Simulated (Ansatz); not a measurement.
# Ge₆H₁₄: basis-set convergence

The task here is to estimate one member of a computed series from the others.

Program: Ansatz 0.2.0, Gaussian basis. Level of theory: one geometry, several basis sets. These are calculated values, not measurements.

The runs, in order: PBE0-D4/def2-SVP; ωB97M-V/def2-SVP; PBE0-D4/def2-QZVPP; ωB97M-V/def2-QZVPP; the functionals' def2-TZVPP values are taken from earlier runs.

## The geometry

All runs share one geometry, relaxed beforehand with PBE0-D4 in a triple-zeta def2 set.

SMILES `[GeH3][GeH2][GeH2][GeH2][GeH2][GeH3]`, 20 atoms, charge 0, spin multiplicity 1.

Atoms are counted from 1 here; the program's logs count them from 0.

Bond lengths: Ge1–Ge2 2.424 Å, Ge1–H7 1.538 Å, Ge1–H8 1.537 Å, Ge1–H9 1.537 Å, Ge2–Ge3 2.428 Å, Ge2–H10 1.541 Å, Ge2–H11 1.541 Å, Ge3–Ge4 2.425 Å, Ge3–H12 1.540 Å, Ge3–H13 1.541 Å, Ge4–Ge5 2.424 Å, Ge4–H14 1.541 Å, Ge4–H15 1.540 Å, Ge5–Ge6 2.423 Å, Ge5–H16 1.540 Å, Ge5–H17 1.540 Å, Ge6–H18 1.538 Å, Ge6–H19 1.537 Å and more. Angles: Ge2–Ge1–H7 110.1°, Ge2–Ge1–H8 110.9°, Ge2–Ge1–H9 110.0°, H7–Ge1–H8 108.4°, H7–Ge1–H9 108.8°, H8–Ge1–H9 108.6°, Ge1–Ge2–Ge3 112.7°, Ge1–Ge2–H10 109.4°, Ge1–Ge2–H11 108.4°, Ge3–Ge2–H10 109.1°, Ge3–Ge2–H11 109.6°, H10–Ge2–H11 107.5°, Ge2–Ge3–Ge4 110.1°, Ge2–Ge3–H12 109.2°, Ge2–Ge3–H13 109.8°, Ge4–Ge3–H12 109.6°, Ge4–Ge3–H13 110.3°, H12–Ge3–H13 107.9° and more.

Set-up of the first run:

File in.yaml:

```yaml
crystal:
  periodic: [false, false, false]
  atoms:
    - {symbol: Ge, position_ang: [-1.993918, 1.849327, -0.525160]}
    - {symbol: Ge, position_ang: [-2.406911, -0.537969, -0.443475]}
    - {symbol: Ge, position_ang: [-0.493923, -1.844152, -1.172498]}
    - {symbol: Ge, position_ang: [1.055091, -2.152475, 0.668074]}
    - {symbol: Ge, position_ang: [1.501623, 0.000469, 1.689356]}
    - {symbol: Ge, position_ang: [2.281048, 1.543491, -0.009075]}
    - {symbol: H, position_ang: [-3.291111, 2.621509, -0.229489]}
    - {symbol: H, position_ang: [-0.937479, 2.259422, 0.513440]}
    - {symbol: H, position_ang: [-1.488616, 2.247396, -1.921137]}
    - {symbol: H, position_ang: [-2.776704, -0.945505, 0.995875]}
    - {symbol: H, position_ang: [-3.619391, -0.852863, -1.341366]}
    - {symbol: H, position_ang: [0.214481, -1.107119, -2.324568]}
    - {symbol: H, position_ang: [-0.967466, -3.210116, -1.705815]}
    - {symbol: H, position_ang: [2.372039, -2.771284, 0.162079]}
    - {symbol: H, position_ang: [0.434518, -3.116768, 1.696540]}
    - {symbol: H, position_ang: [0.199007, 0.527893, 2.319143]}
    - {symbol: H, position_ang: [2.552648, -0.125559, 2.807955]}
    - {symbol: H, position_ang: [1.369572, 1.461899, -1.245424]}
    - {symbol: H, position_ang: [2.287745, 2.993020, 0.502502]}
    - {symbol: H, position_ang: [3.707737, 1.159385, -0.436966]}
basis:
  gaussian: {orbitals: def2-SVP}
hamiltonian: {xc: pbe0, dispersion: d4}
output: {orbitals: {seedname: orbitals}}
```

Steps of the session up to this table: PBE0-D4 in def2-SVP; ωB97M-V in def2-SVP; PBE0-D4 in def2-QZVPP; ωB97M-V in def2-QZVPP.

One of the session's tables, all rows but one given; the rest of the session is left out.

It belongs to the step «Functionals by basis». 

```
functional       basis  HOMO (eV)  LUMO (eV)
   PBE0-D4    def2-SVP      -7.62      -0.22
   PBE0-D4  def2-TZVPP      -7.61      -0.36
   PBE0-D4  def2-QZVPP      -7.60      -0.48
   ωB97M-V    def2-SVP      -9.50       1.55
   ωB97M-V  def2-TZVPP          ?          ?
   ωB97M-V  def2-QZVPP      -9.51       0.96
```

Estimate the missing values for ωB97M-V, def2-TZVPP.

The run gave: HOMO (eV): -9.52; LUMO (eV): 1.31. In the column «HOMO (eV)» it is the lowest.
